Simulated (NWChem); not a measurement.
**CH3Cl3Si (methyltrichlorosilane) at 4 levels**

We compute a comparison of 4 runs (HF/STO-3G, HF/3-21G, B3LYP/6-31G*) of CH3Cl3Si (methyltrichlorosilane). 

Program for the calculation: NWChem 7.3.0.

1 further run of the same task is left out (set aside as unsound or not needed).

### 1 The system as given

CH3Cl3Si has 8 atoms, charge 0, and is taken as a singlet. SMILES: `C[Si](Cl)(Cl)Cl`. The shape is that of a PBE0-D4/def2-TZVP optimisation.

Bond lengths: C1–Si2 1.841 Å, Si2–Cl3 2.039 Å, Si2–Cl4 2.039 Å, Si2–Cl5 2.039 Å, C1–H6 1.092 Å, C1–H7 1.092 Å, C1–H8 1.092 Å. Some angles: C1–Si2–Cl3 110.7°, C1–Si2–Cl4 110.7°, C1–Si2–Cl5 110.6°, Cl3–Si2–Cl4 108.3°, Cl3–Si2–Cl5 108.3°, Cl4–Si2–Cl5 108.3°, Si2–C1–H6 110.0°, Si2–C1–H7 110.0°, Si2–C1–H8 110.0°, H6–C1–H7 109.0°.

### 2 Energy and forces at HF/STO-3G (run 1)

m1.xyz reads:

```xyz
8

C     -0.728900    -0.279600     0.686100
Si     0.568900     0.197900    -0.528700
Cl     2.360400    -0.640000    -0.033600
Cl     0.065900    -0.429500    -2.402200
Cl     0.801200     2.223000    -0.573800
H     -0.844500    -1.365200     0.700800
H     -0.448300     0.061100     1.684800
H     -1.682600     0.175200     0.410800
```

m1.nw reads:

```
start m1
memory 2200 mb
geometry units angstrom noautosym nocenter noautoz
load format xyz m1.xyz
end
basis spherical bse
* library STO-3G
end
scf
nopen 0
rhf
thresh 1e-08
maxiter 80
end
task scf gradient
```

Run with:

```
$ nwchem m1.nw > m1.out
```

Standard output:

```text
[...]
  functions       =    44
[...]
  wavefunction    = RHF
[...]
         Total SCF energy =  -1688.681650927326
      One-electron energy =  -3216.506509539186
      Two-electron energy =   1087.527493074449
 Nuclear repulsion energy =    440.297365537411
        Time for solution =      2.9s
[...]
                         RHF ENERGY GRADIENTS
    atom               coordinates                        gradient
                 x          y          z           x          y          z
   1 C      -1.377421  -0.528367   1.296541    0.008191   0.002983  -0.007663
   2 Si      1.075065   0.373977  -0.999098    0.010234   0.003719  -0.009598
   3 Cl      4.460509  -1.209425  -0.063495   -0.019363   0.009249  -0.005629
   4 Cl      0.124533  -0.811637  -4.539500    0.005734   0.006949   0.020276
   5 Cl      1.514048   4.200861  -1.084325   -0.002307  -0.022017   0.000277
   6 H      -1.595874  -2.579854   1.324320    0.000349  -0.008201  -0.001082
   7 H      -0.847164   0.115462   3.183810    0.003526   0.003204   0.006824
   8 H      -3.179653   0.331080   0.776299   -0.006363   0.004112  -0.003406
[...]
```

Run time: 4.5 s. Hardware: 1 thread of Intel Xeon Platinum 8375C at 2.90GHz (Ice Lake), shared host; peak memory 0.099 GiB.

### 3 Energy and gradient at HF/3-21G (run 2)

struct.nw reads:

```
start struct
title "CH3Cl3Si"
memory total 2200 mb
geometry noautosym nocenter noautoz
 C    -0.728900   -0.279600    0.686100
 Si    0.568900    0.197900   -0.528700
 Cl    2.360400   -0.640000   -0.033600
 Cl    0.065900   -0.429500   -2.402200
 Cl    0.801200    2.223000   -0.573800
 H    -0.844500   -1.365200    0.700800
 H    -0.448300    0.061100    1.684800
 H    -1.682600    0.175200    0.410800
end
basis spherical bse
 C library 3-21G
 Si library 3-21G
 Cl library 3-21G
 H library 3-21G
end
scf
 thresh 1e-08
 maxiter 80
 print low
end
task scf gradient
```

Run with:

```
$ nwchem struct.nw > struct.out
```

Standard output:

```text
[...]
  functions       =    67
[...]
  wavefunction    = RHF
[...]
         Total SCF energy =  -1698.825586551971
      One-electron energy =  -3226.182159363359
      Two-electron energy =   1087.059207273977
 Nuclear repulsion energy =    440.297365537411
        Time for solution =      3.5s
[...]
                         RHF ENERGY GRADIENTS
    atom               coordinates                        gradient
                 x          y          z           x          y          z
   1 C      -1.377421  -0.528367   1.296541    0.010874   0.003979  -0.010176
   2 Si      1.075065   0.373977  -0.999098    0.020156   0.007380  -0.018883
   3 Cl      4.460509  -1.209425  -0.063495   -0.038729   0.018897  -0.011837
   4 Cl      0.124533  -0.811637  -4.539500    0.012076   0.014237   0.040606
   5 Cl      1.514048   4.200861  -1.084325   -0.004205  -0.044453   0.000121
   6 H      -1.595874  -2.579854   1.324320    0.000717  -0.005218  -0.001171
   7 H      -0.847164   0.115462   3.183810    0.002811   0.002290   0.004041
   8 H      -3.179653   0.331080   0.776299   -0.003701   0.002888  -0.002700
 Task  times  cpu:        4.6s     wall:        4.6s
 Total times  cpu:        4.6s     wall:        4.6s
```

It took 5.1 s on 1 thread of Intel Xeon Platinum 8375C at 2.90GHz (Ice Lake), shared host; peak memory 0.097 GiB.

Run 3 isn't shown in full; the table further down has it.

### 4 Energy and forces at B3LYP/6-31G(d) (Cartesian functions) (run 4)

run.py reads:

```python
from ase import Atoms
from ase.calculators.nwchem import NWChem

system = Atoms(['C', 'Si', 'Cl', 'Cl', 'Cl', 'H', 'H', 'H'], positions=[
    [-0.728900, -0.279600, 0.686100],
    [0.568900, 0.197900, -0.528700],
    [2.360400, -0.640000, -0.033600],
    [0.065900, -0.429500, -2.402200],
    [0.801200, 2.223000, -0.573800],
    [-0.844500, -1.365200, 0.700800],
    [-0.448300, 0.061100, 1.684800],
    [-1.682600, 0.175200, 0.410800],
])

calc = NWChem(
    label='sp',
    theory='dft',
    memory='2200 mb',
    basis='6-31G*',
    dft={'xc': 'b3lyp', 'mult': '1', 'grid': 'fine', 'convergence': 'energy 1e-08', 'iterations': '100', 'mulliken': None},
)
system.calc = calc

forces = system.get_forces()
e = system.get_potential_energy()
print(f"E = {e:.6f} eV")
print("forces (eV/A):")
for s, f in zip(system.symbols, forces):
    print(f"{s:2s} {f[0]:10.5f} {f[1]:10.5f} {f[2]:10.5f}")
print("dipole (e A):", system.get_dipole_moment().round(4))
```

Run with:

```
$ export ASE_NWCHEM_COMMAND="nwchem PREFIX.nwi > PREFIX.nwo"
$ python run.py
```

Standard output:

```text
E = -46535.886888 eV
forces (eV/A):
C    -0.12676   -0.04556    0.11868
Si   -0.07430   -0.02581    0.07009
Cl    0.49386   -0.24739    0.16023
Cl   -0.16388   -0.18707   -0.51864
Cl    0.04690    0.57171    0.00555
H    -0.04715   -0.09863    0.03723
H    -0.01687    0.01193    0.11195
H    -0.11179    0.02083    0.01491
dipole (e A): [-0.343  -0.1263  0.321 ]
```

The calculator wrote sp.nwi:

```
title "sp"

permanent_dir sp

scratch_dir sp

start sp

geometry units angstrom nocenter noautosym noautoz
  C  -7.2889999999999999e-01 -2.7960000000000002e-01 6.8610000000000004e-01
  Si 5.6889999999999996e-01 1.9789999999999999e-01 -5.2869999999999995e-01
  Cl 2.3603999999999998e+00 -6.4000000000000001e-01 -3.3599999999999998e-02
  Cl 6.5900000000000000e-02 -4.2949999999999999e-01 -2.4022000000000001e+00
  Cl 8.0120000000000002e-01 2.2229999999999999e+00 -5.7379999999999998e-01
  H  -8.4450000000000003e-01 -1.3652000000000000e+00 7.0079999999999998e-01
  H  -4.4829999999999998e-01 6.1100000000000002e-02 1.6848000000000001e+00
  H  -1.6826000000000001e+00 1.7519999999999999e-01 4.1080000000000000e-01
end

memory 2200 mb

basis noprint
   * library 6-31G*
end

dft
  xc b3lyp
  mult 1
  grid fine
  convergence energy 1e-08
  iterations 100
  mulliken
end

task dft gradient
```

sp.nwo, shortened:

```text
[...]
         Total DFT energy =    -1710.162313923120
[...]
  wavefunction    = closed shell
                         DFT ENERGY GRADIENTS
    atom               coordinates                        gradient
                 x          y          z           x          y          z
   1 C      -1.377421  -0.528367   1.296541    0.002465   0.000886  -0.002308
   2 Si      1.075065   0.373977  -0.999098    0.001445   0.000502  -0.001363
   3 Cl      4.460509  -1.209425  -0.063495   -0.009604   0.004811  -0.003116
[... 4 lines of this table left out ...]
   8 H      -3.179653   0.331080   0.776299    0.002174  -0.000405  -0.000290
[...]
```

Run time: 32 s. Hardware: 1 thread of Intel Xeon Platinum 8375C at 2.90GHz (Ice Lake), shared host; peak memory 0.13 GiB.

### 5 The series

```csv
run,level,iteration cap,module,energy (Eh),dipole moment (D),HOMO energy (eV),LUMO energy (eV),wall time
1,HF/STO-3G,80,scf,-1688.681651,3.16,-11.08,6.69,4.5 s
2,HF/3-21G,80,scf,-1698.825587,–,–,–,5.1 s
3,B3LYP/6-31G* (spherical functions),100,dft,-1710.150250,2.34,-8.86,0.05,30 s
4,B3LYP/6-31G* (Cartesian functions),100,dft,-1710.162314,2.34,-8.86,0.04,32 s
```

### 6 Summary of results

| quantity | value |
| --- | --- |
| run 4: total energy | -1710.16231 Eh |
| run 4: dipole moment | 2.34 D |
| run 4: HOMO energy | -8.86 eV |
| run 4: LUMO energy | 0.04 eV |
| run 4: HOMO–LUMO gap | 8.90 eV |
| run 4: largest force on an atom | 0.575 eV/Å |

Over runs 1, 3, 4 the dipole moment (its size) runs from 2.34 D (B3LYP/6-31G*) to 3.16 D (HF/STO-3G). The two ends differ in method and basis. Over runs 1, 3, 4 the HOMO–LUMO gap runs from 8.90 eV (B3LYP/6-31G*) to 17.78 eV (HF/STO-3G). In run 1 the basis is minimal, so the values are rough. All runs together took 72 s, the longest 32 s.
